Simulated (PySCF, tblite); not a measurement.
# C₆H₆S+ (doublet): geometry, infrared bands and EPR parameters

Wanted: the infrared bands and EPR parameters of C₆H₆S+ (doublet) (`CC(=S)[CH+][C]1C=C1`), by calculation.

Computed with tblite 0.8.0 and PySCF 2.14.0, with density-fitted response routines of our own, on a single molecule in the gas phase. Atoms count from 0, in the outputs and in this text.

### Step 1. The starting structure

13 atoms, charge 1, multiplicity 2; geometry from: force field or distance geometry start.

Bonds of the start (Å): C0–C1 1.50, C1–S2 1.63, C1–C3 1.45, C3–C4 1.48, C4–C5 1.48, C5–C6 1.35, C6–C4 1.48, C0–H7 1.11, C0–H8 1.12, C0–H9 1.11, C3–H10 1.10, C5–H11 1.10, C6–H12 1.09.

### Step 2. Geometry optimisation with GFN2-xTB

What the job is given:

```
{"job": {"kind": "relax", "xc": "GFN2-xTB", "basis": "xTB"}, "charge": 1, "multiplicity": 2}
C      2.285500     0.391700    -0.153200
C      0.787400     0.481200    -0.199700
S     -0.004100     1.877100     0.111800
C      0.045500    -0.730000    -0.511800
C     -1.381300    -0.732200    -0.920100
C     -2.439800    -0.894800     0.105800
C     -2.273900     0.340200    -0.412100
H      2.579800    -0.139700    -1.079100
H      2.623900    -0.231000     0.720500
H      2.748400     1.399600    -0.077300
H      0.593000    -1.684400    -0.412200
H     -3.028400    -1.469900     0.832900
H     -2.540400     1.392600    -0.468300
```

Started as:

```console
OMP_NUM_THREADS=1 python probes_run.py task.json out
```

One launch serves the whole session: the jobs run in the order shown.

**Question.** This job is followed by: GFN2-xTB harmonic vibrations, gas phase; UKS B3LYP, pcH-1 on C H S, non-relativistic, mean-field spin-orbit, GIAO. What will the session give for the following? strongest single infrared mode (GFN2-xTB); zero-point energy (GFN2-xTB); g(iso) (B3LYP); ⟨S²⟩; largest a(iso) (averaged by class); property runs in this session.

The runs gave:

| quantity | value |
| --- | --- |
| strongest single infrared mode (GFN2-xTB) | 1457 cm⁻¹, 661 km/mol |
| zero-point energy (GFN2-xTB) | 58.7 kcal/mol |
| g(iso) (B3LYP) | 2.05491 |
| ⟨S²⟩ | 0.755 (exact 0.75) |
| largest a(iso) (averaged by class) | 13C on C0, 39.5 MHz |
| property runs in this session | 1, of which 0 failed and 1 gave unsound results |

In words: Over 49 steps the energy fell by 1.902 eV; of the close pairs, C3–C4 changed most, 1.484 to 1.363 Å. No mode is imaginary among the 33: a minimum at this level. The strongest single mode, at 1457 cm⁻¹, is spread over several atoms, C5, C6, C3, C4 among them. Unscaled tight-binding wavenumbers are off by several per cent, some by more. Its intensities can rank the bands wrongly. Most of the unpaired spin sits on S2 (0.99 e). The isotropic g lies 52.6 ppt above the free-electron value. These values are not to be trusted: the run shows nearly degenerate orbitals, where second-order g theory doesn't apply. These values are for one conformer; the search (at its own cheap level) found 2 more, at 0.30, 0.30 kcal/mol, and measured spectra average over such forms.
